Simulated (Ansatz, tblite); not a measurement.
# [GaCl4]-: rung by rung

How do method and basis change the picture of [GaCl4]- (singlet)?

Computed with Ansatz 0.2.0, Gaussian basis. Level: as each input shows.

Levels to be run: GFN1-xTB, GFN2-xTB, PBE-D4/def2-TZVPD, r2SCAN-D4/def2-TZVPD, LC-ωPBE/def2-TZVPD, revPBE-D4/def2-TZVPD, HF/def2-TZVPD, r2SCANh-D4/def2-TZVPD, ωB97M-V/def2-TZVPD, PBE-QIDH/def2-TZVPD, r2SCAN0-D4/def2-TZVPD, PBE+5HF/def2-TZVPD, PBE+10HF/def2-TZVPD, PBE+15HF/def2-TZVPD, PBE+35HF/def2-TZVPD, PBE+50HF/def2-TZVPD, PBE-D4/def2-SVPD, PBE0-D4/def2-SVPD, HF/STO-3G, CCSD(T)/def2-SVPD, RPA/def2-SVPD.

## (1) The geometry

The geometry is that of the singlet, from an earlier relaxation (PBE-D4/def2-SVPD).

5 atoms, charge -1, spin multiplicity 1.

Bond lengths: Ga1–Cl2 2.233 Å, Ga1–Cl3 2.233 Å, Ga1–Cl4 2.233 Å, Ga1–Cl5 2.233 Å. Angles: Cl2–Ga1–Cl3 109.5°, Cl2–Ga1–Cl4 109.5°, Cl2–Ga1–Cl5 109.5°, Cl3–Ga1–Cl4 109.5°, Cl3–Ga1–Cl5 109.5°, Cl4–Ga1–Cl5 109.5°.

As a file:

```xyz
5

Ga    0.0000    0.0000    0.0000
Cl    0.0106   -0.0175    2.2332
Cl    2.1020    0.0106   -0.7544
Cl   -1.0604    1.8269   -0.7251
Cl   -1.0522   -1.8200   -0.7537
```

The ion is computed in the gas phase, without counter-ions or solvent.

PBE0-D4/def2-TZVPD was run before; its log isn't repeated, and its numbers join the tables.

## (2) GFN1-xTB

Tight binding, by tblite at 300 K electronic temperature and without a spin-polarisation term:

```python
tblite.interface.Calculator('GFN1-xTB', numbers, positions, charge=-1, uhf=0).singlepoint()
```

Energy -513.8798 eV, HOMO -8.65 eV, LUMO -2.62 eV; 0.006 s.

## (3) GFN2-xTB

Tight binding, by tblite at 300 K electronic temperature and without a spin-polarisation term:

```python
tblite.interface.Calculator('GFN2-xTB', numbers, positions, charge=-1, uhf=0).singlepoint()
```

Energy -542.5800 eV, HOMO -7.78 eV, LUMO -2.42 eV; 0.006 s.

## (4) PBE-D4/def2-TZVPD

start.molden holds the orbitals of an earlier run on this state, given as this run's starting guess.

The input, in.yaml:

```yaml
crystal:
  periodic: [false, false, false]
  atoms:
    - {symbol: Ga, position_ang: [0.000025, 0.000002, 0.000002]}
    - {symbol: Cl, position_ang: [0.010604, -0.017511, 2.233212]}
    - {symbol: Cl, position_ang: [2.101994, 0.010623, -0.754368]}
    - {symbol: Cl, position_ang: [-1.060399, 1.826868, -0.725106]}
    - {symbol: Cl, position_ang: [-1.052224, -1.819983, -0.753730]}
basis:
  gaussian: {orbitals: def2-TZVPD, initial_orbitals: start.molden}
total_charge: -1
hamiltonian: {xc: pbe, dispersion: d4}
scf: {omitted_lower_state_checks: [starts]}
output: {orbitals: {seedname: orbitals}}
```

Launch:

```console
ansatz run in.yaml --threads 4 --pin off --events-out ev --progress --plain --max-ram 3916MiB
```

After this run come: r2SCAN-D4/def2-TZVPD; LC-ωPBE/def2-TZVPD; revPBE-D4/def2-TZVPD; HF/def2-TZVPD; r2SCANh-D4/def2-TZVPD; ωB97M-V/def2-TZVPD; PBE-QIDH/def2-TZVPD; r2SCAN0-D4/def2-TZVPD; PBE+5HF/def2-TZVPD; PBE+10HF/def2-TZVPD; PBE+15HF/def2-TZVPD; PBE+35HF/def2-TZVPD; PBE+50HF/def2-TZVPD; PBE-D4/def2-SVPD; PBE0-D4/def2-SVPD; HF/STO-3G; CCSD(T)/def2-SVPD; RPA/def2-SVPD.

Before running them: what should the planned runs give, taken together? Wanted: gap in def2-TZVPD, named functionals and Hartree-Fock, smallest and largest; gap over the share of exact exchange; correlation energy, CCSD(T)/def2-SVPD; PBE0 total energy, smallest basis above largest.

The runs gave:

| quantity | value |
| --- | --- |
| gap in def2-TZVPD, named functionals and Hartree-Fock, smallest and largest | 5.09 eV (PBE-D4), 12.02 eV (HF) |
| gap over the share of exact exchange | 5.09 eV at 0, 9.29 eV at 0.5 |
| correlation energy, CCSD(T)/def2-SVPD | -23.27 eV |
| PBE0 total energy, smallest basis above largest | 23.12 eV (def2-SVPD, def2-TZVPD) |

In words: Orbital gaps of the named functionals and Hartree-Fock in def2-TZVPD span 5.09 eV (PBE-D4) to 12.02 eV (HF); exact exchange widens it. Raising the share of exact exchange from 0 to 0.5 moves the HOMO by -2.82 eV and the LUMO by +1.38 eV.
